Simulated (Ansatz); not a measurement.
# CsBi2: the cost of one run

All numbers are computed with Ansatz 0.2.0, driven from Python. Level of theory: DFT PBEsol, plane waves, PAW.

## 1. Starting point

CsBi2 Fd-3m: It takes space group Fd-3m (No. 227, cubic). Conventional cell: a = 9.759 Å, b = 9.759 Å, c = 9.759 Å, α = 90.00°, β = 90.00°, γ = 90.00°. Around Cs (site symmetry -43m) lie 12 Bi at 4.05 Å and 4 Cs at 4.23 Å. Around Bi (site symmetry -3m) lie 6 Bi at 3.45 Å.

Cs3Bi Fm-3m: Symmetry: Fm-3m, No. 225, cubic system. The conventional cell has a = 9.393 Å, b = 9.393 Å, c = 9.393 Å, α = 90.00°, β = 90.00°, γ = 90.00°. Around Cs (site symmetry -43m) lie 4 Bi at 4.07 Å and 4 Cs at 4.07 Å. Around Cs (site symmetry m-3m) lie 8 Cs at 4.07 Å. Bi (site symmetry m-3m) is surrounded by 8 Cs at 4.07 Å.

Cs Im-3m: Symmetry: Im-3m, No. 229, cubic system. Conventional cell: a = 6.067 Å, b = 6.067 Å, c = 6.067 Å, α = 90.00°, β = 90.00°, γ = 90.00°.

Bi R-3m: The structure is trigonal, space group R-3m (No. 166). Conventional cell: a = 4.535 Å, b = 4.535 Å, c = 11.814 Å, α = 90.00°, β = 90.00°, γ = 120.00°. Around Bi (site symmetry 3m) lie 6 Bi at 3.06 to 3.52 Å.

The script holds or builds the structure itself.

## 2. The code

The input, hull_csbi2.py:

```python
"""Convex hull of a few Cs-Bi phases, after relaxing cells and atoms."""

from collections import Counter
import warnings

import ansatz as az
from ase import Atoms
from pymatgen.analysis.phase_diagram import PDEntry, PhaseDiagram
from pymatgen.core import Composition


def run_phase(name, crystal):
    calc = (
        crystal.calculation()
        .scf(tolerance=1e-08)
        .functional("PBEsol")
        .basis(460)
        .kpoints(spacing=0.33)
        .occupations("cold", width=0.05)
    )
    calc = calc.relax(force_tolerance=0.03, max_steps=60, cell=True)
    return calc.run()


def counts(outcome):
    return Counter(site.symbol for site in outcome.lattice.sites)


def main() -> None:
    warnings.simplefilter("ignore")

    phases = {}
    csbi2_fd_3m = (
        az.Lattice.fcc(9.759176)
        .space_group(227, origin_choice=1)
        .atom("Cs", (0.5, 0.0, 0.5))
        .atom("Bi", (0.125, 0.875, 0.375))
        .primitive()
    )
    phases["CsBi2 Fd-3m"] = csbi2_fd_3m
    cs3bi_fm_3m = (
        az.Lattice.fcc(9.393188)
        .space_group(225)
        .atom("Cs", (0.25, 0.75, 0.75))
        .atom("Cs", (0.5, 0.0, 0.0))
        .atom("Bi", (0.0, 0.0, 0.0))
        .primitive()
    )
    phases["Cs3Bi Fm-3m"] = cs3bi_fm_3m
    atoms = Atoms(
        ["Cs"],
        scaled_positions=[
            (0.0, 0.0, 0.0),
        ],
        cell=[
            (-3.0335, 3.0335, 3.0335),
            (3.0335, -3.0335, 3.0335),
            (3.0335, 3.0335, -3.0335),
        ],
        pbc=True,
    )
    cs = az.Crystal.from_ase(atoms)
    phases["Cs"] = cs
    bi = (
        az.Lattice.from_parameters(4.72898, 4.72898, 4.72898, alpha=57.30423, beta=57.30423, gamma=57.30423)
        .atom("Bi", (0.234, 0.234, 0.234))
        .atom("Bi", (0.766, 0.766, 0.766))
    )
    phases["Bi"] = bi

    done = {name: run_phase(name, crystal) for name, crystal in phases.items()}

    entries = [PDEntry(Composition(dict(counts(o))), o.report["energy_sigma0_ev"], name=name) for name, o in done.items()]
    diagram = PhaseDiagram(entries)
    rows = [(e.name, e.composition.get_atomic_fraction("Bi"), diagram.get_form_energy_per_atom(e), diagram.get_e_above_hull(e)) for e in entries]
    rows.sort(key=lambda row: row[1])
    print("     phase       x(Bi)  E_form (eV/atom)  above hull (eV/atom)")
    for row in rows:
        print(f"{str(row[0]):>10}  {row[1]:10.3f}  {row[2]:16.4f}  {row[3]:20.4f}")
    print("on the hull of these phases:", ", ".join(row[0] for row in rows if row[3] < 1e-6))


if __name__ == "__main__":
    main()
```

## 3. What the engine is handed

The engine receives this input (first run):

```yaml
crystal:
  lattice:
    bravais: fcc
    a: 9.759176
  space_group: 227
  setting:
    origin_choice: 1
  atoms:
    - { symbol: Cs, position: [0.5, 0.0, 0.5] }
    - { symbol: Bi, position: [0.125, 0.875, 0.375] }
  reduce_to_primitive: true
basis:
  ecutwfc: 460.0
kpoints:
  mp_grid:
    kspacing: 0.33
hamiltonian:
  xc: pbesol
scf:
  convergence:
    dr2_threshold: 1.0e-08
  occupations:
    method: cold
    width: 0.05
relax:
  f_tol: 0.03
  max_steps: 60
  cell: {}
```

## 4. Running it

Run with:

```
python hull_csbi2.py
```

Q: Estimate wall time and peak memory on 1 thread of Arm Neoverse V1, shared host.

About 54 s, with a peak of 0.68 GiB.
